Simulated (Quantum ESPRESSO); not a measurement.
# B2O: zone-centre phonons under several settings

```
O B
1.0
     2.87900    0.00000    0.00000
    -1.43950    2.49329    0.00000
     0.00000    0.00000    7.05200
O B
2 4
Direct
  0.33333 0.66667 0.69400
  0.66667 0.33333 0.30600
  0.33333 0.66667 0.97700
  0.66667 0.33333 0.02300
  0.00000 0.00000 0.62000
  0.00000 0.00000 0.38000
```

All runs used Quantum ESPRESSO 7.5; potentials GBRV 1.5 PBE; given cell; no spin polarisation; cutoff 612 eV; occupations fermi-dirac, width 0.05 eV.

| level | k mesh (s: shifted) | pressure (GPa) | lowest optical mode without the field (cm⁻¹) | highest optical mode without the field (cm⁻¹) |
| --- | --- | --- | --- | --- |
| PBE | 4 × 4 × 2s | ? | ? | ? |
| PBE | 6 × 6 × 2s | -19.7 | 151i | 1037 |
| PBE | 8 × 8 × 2s | -19.3 | 121i | 1026 |
| PBE | 10 × 10 × 4s | -19.3 | 127i | 1032 |

What stands in the row left open?

Pressure -17.9 GPa; lowest optical mode without the field 850i cm⁻¹; highest optical mode without the field 1027 cm⁻¹.

Values marked i are imaginary: the cell is unstable against those modes at that level, or the meshes are too thin.

Caveats: some runs use coarse meshes; the atoms weren't relaxed first, which shifts the frequencies; the mesh is thin for the phonons of a metal; some modes are imaginary; the cell is more than 3 GPa from zero pressure, which shifts response properties; before the sum rule the acoustic modes lie tens of cm⁻¹ from zero, a sign that the density grid also shifts the optical modes.

For the row left open. Caveat: the k mesh is coarse (spacing up to 0.63 Å⁻¹), so the values aren't converged; the atoms weren't relaxed first, which shifts the frequencies; the mesh is thin for the phonons of a metal; some modes are imaginary; the cell is more than 3 GPa from zero pressure, which shifts response properties; before the sum rule the acoustic modes lie tens of cm⁻¹ from zero, a sign that the density grid also shifts the optical modes.
